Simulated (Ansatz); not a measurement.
**Ta3AsAu2O13 in Ansatz: the effect of functional**

Crystal: Ta3AsAu2O13.

```
Ta As Au O
1.0
     5.45204    0.00000    0.00000
    -2.72602    4.72161    0.00000
     0.00000    0.00000    9.57902
Ta As Au O
3 1 2 13
Cartesian
  0.0000 0.0000 1.8591
  0.0000 0.0000 7.7199
  2.7260 1.5739 0.0000
  0.0000 0.0000 4.7895
  0.0000 3.1478 2.6273
  0.0000 3.1478 6.9517
  0.0000 0.0000 0.0000
  -1.3422 4.5861 3.4870
  -0.5745 1.2662 3.4870
  1.9167 3.5909 3.4870
  -1.3422 4.5861 6.0921
  -0.5745 1.2662 6.0921
  1.9167 3.5909 6.0921
  1.1852 1.5782 8.2230
  3.4927 0.2373 8.2230
  3.5002 2.9061 8.2230
  1.1852 1.5782 1.3560
  3.4927 0.2373 1.3560
  3.5002 2.9061 1.3560
```

The cell was built by a generator and needn't be a form met in nature.

Alike in all runs:

```yaml
Program: Ansatz 0.2.0
Task: band structure
Potentials_or_basis: Ansatz PAW
k_mesh: 6 × 6 × 3
Occupations: fermi-dirac, width 0.05 eV
Spin: no spin polarisation
```

| functional | cutoff | pressure (GPa) | largest force (eV/Å) |
| --- | --- | --- | --- |
| r2SCAN | 500 eV (not typed: the program's choice for these potentials) | ? | ? |
| revPBE | 420 eV (not typed: the program's choice for these potentials) | 2.7 | 0.25 |
| RPBE | 420 eV (not typed: the program's choice for these potentials) | 3.7 | 0.28 |

Question: What does the run with functional r2SCAN give?

Answer: Pressure -6.0 GPa; largest force 0.30 eV/Å.

Caveats: the PAW data sets come from PBE, with cores solved anew for the run's functional, which leaves a small shift of forces and pressure.

Runs at the PBE level aren't shown here.
